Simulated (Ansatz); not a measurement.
# BiB2Te3: the cost of one run

Program: Ansatz 0.2.0. Level of theory: DFT PBE, scalar-relativistic, plane waves, PAW. These are calculated values, not measurements.

1 further run of the same task is left out (it didn't finish).

### Step 1. The structure to begin with

The structure is hexagonal, space group P6/mmm (No. 191). Conventional cell: a = 6.741 Å, b = 6.741 Å, c = 3.728 Å, α = 90.00°, β = 90.00°, γ = 120.00°. B (site symmetry -6m2) has 6 Te at 2.69 Å and 5 B at 3.73 to 3.89 Å and 3 Bi at 3.89 Å as nearest neighbours. Bi (site symmetry 6/mmm) has 2 Bi at 3.73 Å and 12 Te at 3.85 Å and 6 B at 3.89 Å as nearest neighbours. Around Te (site symmetry mmm) lie 4 B at 2.69 Å and 6 Te at 3.37 to 3.73 Å and 4 Bi at 3.85 Å.

Coordinates:

```cif
data_structure
_symmetry_space_group_name_H-M 'P 1'
_symmetry_Int_Tables_number 1
_cell_length_a 6.7406
_cell_length_b 6.7406
_cell_length_c 3.7276
_cell_angle_alpha 90.000
_cell_angle_beta 90.000
_cell_angle_gamma 120.000
_cell_volume 146.68
loop_
_atom_site_label
_atom_site_type_symbol
_atom_site_fract_x
_atom_site_fract_y
_atom_site_fract_z
_atom_site_occupancy
B1 B 0.33333 0.66667 0.00000 1
B2 B 0.66667 0.33333 0.00000 1
Bi1 Bi 0.00000 0.00000 0.00000 1
Te1 Te 0.50000 0.00000 0.50000 1
Te2 Te 0.50000 0.50000 0.50000 1
Te3 Te 0.00000 0.50000 0.50000 1
```

The cell is invented: species swapped into a database cell of TmB2Ru3 (P6/mmm, No. 191), with Bi on the Tm sites and Te on the Ru sites. Lengths come from tabulated atomic sizes and are only a guess.

### Step 2. Probe: one point on a coarse mesh

Contents of input.yaml:

```yaml
crystal:
  lattice:
    - [6.74055967, 0.0, 0.0]
    - [-3.37027984, 5.83749591, 0.0]
    - [0.0, 0.0, 3.72763949]
  atoms:
    - { symbol: B, position: [0.33333333, 0.66666667, 0.0] }
    - { symbol: B, position: [0.66666667, 0.33333333, 0.0] }
    - { symbol: Bi, position: [0.0, 0.0, 0.0] }
    - { symbol: Te, position: [0.5, 0.0, 0.5] }
    - { symbol: Te, position: [0.5, 0.5, 0.5] }
    - { symbol: Te, position: [0.0, 0.5, 0.5] }
basis:
  ecutwfc: 420
kpoints:
  mp_grid: { grid: [3, 3, 6] }
hamiltonian:
  xc: pbe
scf:
  occupations: { method: gaussian, width: 0.1 }
  lower_state_search: "off"
output:
  forces: true
  stress: true
  eigenvalues: true
```

On the command line:

```bash
$ ansatz run input.yaml --threads 1 --pin off --max-ram 2048MiB --backend cpu --events-out ev --progress --plain --runs-dir out
```

Q: Estimate wall time and peak memory on 1 thread of Intel Xeon 6975P-C (Granite Rapids), shared host.

About 2.5 s, with a peak of 0.48 GiB.
